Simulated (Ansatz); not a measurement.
Below is the output of a Python script on the Ansatz DFT code, driven from Python that makes a convergence test of the plane-wave cutoff of Ti, space group Fm-3m. Write a script that gives it. Use (first run): PBEsol, PAW, cutoff 300 eV, 12×12×12 k-points, Fermi-Dirac smearing of 0.15 eV. The script varies cutoff (eV): 300, 350, 400, 450.

The script reads `ti.extxyz`:
```text
1
Lattice="0.0 2.03 2.03 2.03 0.0 2.03 2.03 2.03 0.0" Properties=species:S:1:pos:R:3 pbc="T T T"
Ti    0.00000000    0.00000000    0.00000000
```

Running `python run_ecut.py` prints:
```text
DeckWarning: basis.ecutwfc = 300 eV is below the records' recommended 420 eV, and the density's cutoff is lower with it unless basis.ecutrho_ratio is high enough to keep the records' density cutoff: compare with a run at a higher cutoff
DeckWarning: basis.ecutwfc = 350 eV is below the records' recommended 420 eV, and the density's cutoff is lower with it unless basis.ecutrho_ratio is high enough to keep the records' density cutoff: compare with a run at a higher cutoff
DeckWarning: basis.ecutwfc = 400 eV is below the records' recommended 420 eV, and the density's cutoff is lower with it unless basis.ecutrho_ratio is high enough to keep the records' density cutoff: compare with a run at a higher cutoff
300: +137.15 meV/atom
350: +10.05 meV/atom
400: +0.29 meV/atom  (within 2 meV)
```
(Warnings from the package without file and line.)

One script that gives this output:

The script, `run_ecut.py`:
```python
'''Convergence of Ti with the plane-wave cutoff.'''

import csv

import ansatz as az


def main() -> None:
    ti = az.Crystal.from_extxyz('ti.extxyz')

    calc = (
        ti.calculation()
        .kpoints(12, center='gamma')  # sampling of the Brillouin zone
        .occupations(az.OccupationsMethod.FERMI_DIRAC, width=0.15)  # smearing steadies the SCF of a metal
        .functional(az.Functional.PBESOL)
    )

    rows = []
    for value in [300, 350, 400, 450]:
        rep = calc.basis(value).run(threads=1, pin='off').report
        rows.append((value, rep['free_energy_ev'] / len(rep['lattice']['sites']), rep['n_iterations'], rep['n_pw']))

    with open('ecut.csv', 'w', newline='') as handle:
        writer = csv.writer(handle)
        writer.writerow(['cutoff (eV)', 'F/atom (eV)', 'iterations', 'plane waves'])
        writer.writerows([round(v, 5) if isinstance(v, float) else v for v in row] for row in rows)

    # the last row is the reference
    for row in rows[:-1]:
        shift = 1000 * (row[1] - rows[-1][1])
        print(f'{row[0]}: {shift:+.2f} meV/atom' + ('  (within 2 meV)' if abs(shift) < 2 else ''))


if __name__ == '__main__':
    main()
```

From 400 eV on it stays within 2 meV an atom of the value at 450 eV; the first row (300 eV) is off by 137.1 meV and the last but one by 0.29 meV. The energy falls steadily, as expected when plane waves are added.

Caveats:
- The mesh is modest for a metal, so energies can be off by several to tens of meV an atom and pressures by half a GPa or more; differences at equal mesh fare better.
- A Fermi-Dirac width this large means warm electrons, whose thermal share enters the free energy.
- This isn't the structure that Ti takes at ambient conditions.
- Shifts are counted from the last row, which is itself no proven limit.
- Run time: 3.7 s on 1 thread of Arm Neoverse V1 (shared host), peak memory 0.32 GiB.
